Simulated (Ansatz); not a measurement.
# Be2Pd: the cost of one run

Computed with Ansatz 0.2.0 (DFT PBE, scalar-relativistic, plane waves, PAW, unless a step's input says otherwise).

## 1. The system as given

It takes space group P6/mmm (No. 191, hexagonal). Conventional cell: a = 3.090 Å, b = 3.090 Å, c = 3.336 Å, α = 90.00°, β = 90.00°, γ = 120.00°. Be (site symmetry -6m2) has 3 Be at 1.78 Å as nearest neighbours. Around Pd (site symmetry 6/mmm) lie 12 Be at 2.44 Å.

Coordinates:

```xyz
3
Lattice="3.0897 0.0000 0.0000 -1.5448 2.6758 0.0000 0.0000 0.0000 3.3361" Properties=species:S:1:pos:R:3 pbc="T T T"
Be    0.0000    1.7838    1.6680
Be    1.5448    0.8919    1.6680
Pd    0.0000    0.0000    0.0000
```

This is candidate A: AlB2 type (P6/mmm, No. 191).

(A quick probe on a coarse mesh, which set the mesh and smearing, is not shown.)

## 3. Coarse relaxation (candidate A)

The input, input.yaml:

```yaml
crystal:
  lattice:
    - [3.0896998625, 0.0, 0.0]
    - [-1.5448499312, 2.675758571, 0.0]
    - [0.0, 0.0, 3.3360546688]
  atoms:
    - { symbol: Be, position: [0.3333333333, 0.6666666667, 0.5] }
    - { symbol: Be, position: [0.6666666667, 0.3333333333, 0.5] }
    - { symbol: Pd, position: [0.0, 0.0, 0.0] }
basis:
  ecutwfc: 420
kpoints:
  mp_grid: { grid: [6, 6, 6] }
hamiltonian:
  xc: pbe
scf:
  occupations: { method: gaussian, width: 0.1 }
  lower_state_search: "off"
output:
  forces: true
  stress: true
  eigenvalues: true
relax:
  adjacent_minimum: "off"
  f_tol: 0.04
  max_steps: 70
  cell: { stress_tol: 0.4 }
```

The run is started by

```
> ansatz run input.yaml --threads 1 --pin off --max-ram 2560MiB --backend cpu --events-out ev --progress --plain --runs-dir out
```

**Question.** How long does this run take on 1 thread of Intel Xeon 6975P-C (Granite Rapids), shared host, and how much memory does it need?

About 7.3 s, with a peak of 0.34 GiB.
